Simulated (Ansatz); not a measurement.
# K+ with C₂H₄: structure and interaction energy

Aim: relax the pair, then compute its interaction energy with counterpoise at many levels, up to CCSD(T).

The runs use Ansatz 0.2.0, Gaussian basis; PBE0-D4 structure, single points in def2-TZVPPD.

Levels: PBE-D4, revPBE-D4, BLYP-D4, r2SCAN-D4, B97M-V, PBE0-D4, B3LYP-D4, HSE06-D4, wB97X-V, wB97M-V, B2PLYP, Hartree-Fock, MP2, CCSD, CCSD(T). The reference is CCSD(T) extrapolated to the basis limit. For elements past Ar these valence bases correlate outer-core shells poorly and lack relativity, so that limit is rough.

Correlated methods freeze the cores. The outer core shell of Li, Na, Mg and K is correlated. B3LYP uses VWN-RPA correlation. B2PLYP carries no dispersion term here.

164 further runs of the same task are left out: 1 that didn't finish, 163 set aside as unsound or not needed.

## Step 1: The starting structure

The pair, from a GFN2-xTB docking trial: 7 atoms, charge 1, spin multiplicity 1.

Atoms are counted from 1 here; the program's logs count them from 0.

Bond lengths: C2–C3 1.329 Å, C2–H4 1.081 Å, C2–H5 1.080 Å, C3–H6 1.082 Å, C3–H7 1.080 Å. Angles: C3–C2–H4 121.2°, C3–C2–H5 121.3°, H4–C2–H5 116.9°, C2–C3–H6 121.2°, C2–C3–H7 121.0°, H6–C3–H7 117.2°.

As a file:

```tsv
atom	x (Å)	y (Å)	z (Å)
K1	-0.16290	0.01390	-3.07130
C2	0.64680	-0.24500	0.49450
C3	-0.59230	0.23270	0.43330
H4	0.83470	-1.29590	0.66360
H5	1.50160	0.41420	0.51470
H6	-0.78210	1.29790	0.40980
H7	-1.44580	-0.41780	0.55530
```

Atoms 1 to 1 are fragment A (K+), the rest fragment B (C₂H₄).

## Step 2: A first relaxation in a small basis

The input, pre/in.yaml:

```yaml
crystal:
  periodic: [false, false, false]
  atoms:
    - {symbol: K, position_ang: [-0.162900, 0.013900, -3.071300]}
    - {symbol: C, position_ang: [0.646800, -0.245000, 0.494500]}
    - {symbol: C, position_ang: [-0.592300, 0.232700, 0.433300]}
    - {symbol: H, position_ang: [0.834700, -1.295900, 0.663600]}
    - {symbol: H, position_ang: [1.501600, 0.414200, 0.514700]}
    - {symbol: H, position_ang: [-0.782100, 1.297900, 0.409800]}
    - {symbol: H, position_ang: [-1.445800, -0.417800, 0.555300]}
basis:
  gaussian: {orbitals: def2-SVP}
total_charge: 1
hamiltonian: {xc: pbe, dispersion: d4}
relax: {f_tol: 0.03, max_steps: 250}
```

Started as:

```console
ansatz run in.yaml --threads 2 --pin off --events-out ev --progress --plain --max-ram 5222MiB
```

After this run come: Relaxation at PBE0-D4; wB97X-V/def2-TZVPPD; wB97M-V/def2-TZVPPD; B2PLYP/def2-TZVPPD; B97M-V/def2-TZVPPD; CCSD(T)/def2-TZVPPD; MP2/def2-QZVPPD; Hartree-Fock/STO-3G; SPW92/def2-SVP; wB97M-V/def2-SVP; CCSD(T)/def2-SVP; Vibrations of the pair.

**Question.** What will these runs give? Wanted: interaction energy, CCSD(T)/CBS; of it Hartree-Fock; D4 term of PBE0-D4; shortest contact; lowest wavenumber.

As calculated:

| quantity | value |
| --- | --- |
| interaction energy, CCSD(T)/CBS | -33.91 kJ/mol |
| of it Hartree-Fock (basis limit) | -32.80 kJ/mol |
| D4 term of PBE0-D4 | -8.36 kJ/mol |
| shortest contact | K1–C3 3.60 Å |
| lowest wavenumber | 52 cm⁻¹ |

**Reading.** The pair is bound by 33.91 kJ/mol at fixed fragment shapes. Hartree-Fock gives 97 % of it, so electrostatics, induction and charge transfer lead. B97M-V is the best functional here (+0.23 kJ/mol from CCSD(T)/CBS); BLYP-D4 is the worst (-15.84 kJ/mol). Mean unsigned error by rung: GGA 13.46, meta-GGA 1.08, hybrid 11.36, screened hybrid 8.65, range-separated hybrid 1.50, double hybrid 0.77 kJ/mol. PBE-D4 gives an interaction energy 9.44 kJ/mol too low, an error of 28 % of the reference. CCSD(T) moves by -1.32 kJ/mol from triple zeta to the limit; gaps between functionals far smaller than that don't rank them. A lower arrangement may exist.
